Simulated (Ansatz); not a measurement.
**C2H3ClFI: one species, many methods**

Aim: compute C2H3ClFI with functionals from several rungs and with coupled cluster. The yardstick is the atomisation energy at the CCSD(T) limit.

The runs use Ansatz 0.2.0, Gaussian basis; functionals in def2-TZVPP, the program's frozen cores in correlated methods.

Levels to be run: LDA (SPW92), PBE-D4, revPBE-D4, BLYP-D4, r2SCAN-D4, B97M-V, PBE0-D4, B3LYP-D4, r2SCANh-D4, r2SCAN0-D4, HSE06-D4, BHLYP-D4, CAM-B3LYP-D4, LC-ωPBE, ωB97X-V, ωB97M-V, B2PLYP, PBE-QIDH; CCSD(T)/def2-SVP; CCSD(T)/def2-TZVPP; MP2/def2-QZVPP; extrapolation to the limit; RPA on PBE.

## Step 1: The geometry

An earlier PBE0-D4 in a triple-zeta def2 set relaxation fixed the geometry. I takes the def2 core potential; no spin-orbit term is included.

SMILES `CC(F)(Cl)I`, 8 atoms, charge 0, spin multiplicity 1.

Atoms are counted from 1 here; the program's logs count them from 0.

Bond lengths: C1–C2 1.502 Å, C1–H6 1.090 Å, C1–H7 1.088 Å, C1–H8 1.093 Å, C2–F3 1.349 Å, C2–Cl4 1.769 Å, C2–I5 2.171 Å. Angles: C2–C1–H6 109.3°, C2–C1–H7 110.4°, C2–C1–H8 108.6°, H6–C1–H7 109.5°, H6–C1–H8 109.6°, H7–C1–H8 109.5°, C1–C2–F3 110.1°, C1–C2–Cl4 111.2°, C1–C2–I5 110.7°, F3–C2–Cl4 107.9°, F3–C2–I5 107.2°, Cl4–C2–I5 109.6°.

## Step 2: LDA

This LDA is Slater exchange with PW92 correlation.

The input, in.yaml:

```yaml
crystal:
  periodic: [false, false, false]
  atoms:
    - {symbol: C, position_ang: [-0.277428, -0.397787, 0.692736]}
    - {symbol: C, position_ang: [0.343545, 0.221789, -0.525912]}
    - {symbol: F, position_ang: [1.670563, 0.378623, -0.341267]}
    - {symbol: Cl, position_ang: [0.109382, -0.798483, -1.952193]}
    - {symbol: I, position_ang: [-0.491631, 2.191688, -0.895317]}
    - {symbol: H, position_ang: [-0.097018, 0.243732, 1.555681]}
    - {symbol: H, position_ang: [-1.348917, -0.522555, 0.550697]}
    - {symbol: H, position_ang: [0.183605, -1.374107, 0.859674]}
basis:
  gaussian: {orbitals: def2-TZVPP}
hamiltonian: {xc: lda}
output: {orbitals: {seedname: orbitals}}
```

The runs that follow: PBE-D4 (GGA); revPBE-D4 (GGA); BLYP-D4 (GGA); r2SCAN-D4 (meta-GGA); B97M-V (meta-GGA); PBE0-D4 (hybrid); B3LYP-D4 (hybrid); r2SCANh-D4 (hybrid); r2SCAN0-D4 (hybrid); HSE06-D4 (hybrid); BHLYP-D4 (hybrid); CAM-B3LYP-D4 (range-separated); LC-ωPBE-D4 (range-separated); ωB97X-V (range-separated); ωB97M-V (range-separated); B2PLYP (double hybrid); PBE-QIDH (double hybrid); CCSD(T) in def2-SVP; CCSD(T) in def2-TZVPP; MP2 in def2-QZVPP; RPA on PBE orbitals.

**Question.** What will the summary of the whole plan be? Wanted: atomisation energy, CCSD(T)/CBS; farthest beyond LDA; mean size of error, GGA; mean size of error, meta-GGA; mean size of error, hybrid; mean size of error, range-separated; mean size of error, double hybrid; gap, smallest and largest; T1 diagnostic.

As calculated:

```
                               quantity                                                                                                                              value
        atomisation energy, CCSD(T)/CBS                                                                                                                      2743.5 kJ/mol
 functionals within 27.4 kJ/mol (1.0 %)  revPBE-D4, BLYP-D4, r2SCAN-D4, B97M-V, PBE0-D4, B3LYP-D4, r2SCANh-D4, HSE06-D4, CAM-B3LYP-D4, LC-ωPBE, ωB97X-V, ωB97M-V, PBE-QIDH
                    farthest beyond LDA                                                                                                           BHLYP-D4 (-137.4 kJ/mol)
                mean size of error, GGA                                                                                                                        41.0 kJ/mol
           mean size of error, meta-GGA                                                                                                                         8.4 kJ/mol
             mean size of error, hybrid                                                                                                                        45.3 kJ/mol
    mean size of error, range-separated                                                                                                                        14.8 kJ/mol
      mean size of error, double hybrid                                                                                                                        32.8 kJ/mol
              gap, smallest and largest                                                                                              3.83 eV (BLYP-D4), 10.89 eV (LC-ωPBE)
                          T1 diagnostic                                                                                                                             0.0100
triples share of the correlation energy                                                                                                                              3.3 %
```

In words: The LDA atomisation energy is off by 500.8 kJ/mol (18 %): it overbinds. PBE-D4 misses by +98.2 kJ/mol. Double hybrids carry the basis error of their MP2 part in triple zeta, and no dispersion term here, so their miss is partly the set-up's. The rungs meta-GGA, range-separated miss on average by less than the doubt on the reference (27.4 kJ/mol), so they tie. Misses under about 27.4 kJ/mol are within the doubt on the reference itself, which lacks core-valence correlation, spin-orbit coupling and higher excitations, and its outer-core shells are covered unevenly. All levels share the lack of spin-orbit coupling, which lowers the free heavy atoms and so the true binding. Hartree-Fock recovers 69 % of the binding; the rest is correlation. CCSD(T) in def2-SVP is off by -172.3 kJ/mol, worse than the median functional, from the basis alone. Orbital gaps span 3.8 to 10.9 eV; exact exchange widens them. Correlated methods include outer-core shells of I, which these sets cover unevenly.
